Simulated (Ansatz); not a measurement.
**BiTe in Ansatz: the effect of functional**

The system is BiTe.

```xyz
2
Lattice="0.0000 3.2133 3.2133 3.2133 0.0000 3.2133 3.2133 3.2133 0.0000" Properties=species:S:1:pos:R:3 pbc="T T T"
Bi    0.0000    0.0000    0.0000
Te    3.2133    3.2133    3.2133
```

The cell isn't the ideal one: volume scaled by 0.98.

Alike in all runs:

| Item | Value |
| --- | --- |
| Program | Ansatz 0.2.0 |
| Task | single point |
| Potentials or basis | Ansatz PAW |
| k mesh | 7 × 7 × 7 |
| Occupations | fermi-dirac, width 0.05 eV |
| Spin | no spin polarisation |

Task: One run gave: pressure 1.2 GPa. Which functional did it use?
A. PBEsol
B. r2SCAN
C. LDA

Result: B.

```csv
functional,cutoff,pressure (GPa)
LDA,420 eV (not typed: the program's choice for these potentials),-1.7
PBEsol,420 eV (not typed: the program's choice for these potentials),-0.6
r2SCAN,500 eV (not typed: the program's choice for these potentials),1.2
```

Caveats: the PAW data sets come from PBE, with cores solved anew for the run's functional, which leaves a small shift of forces and pressure.
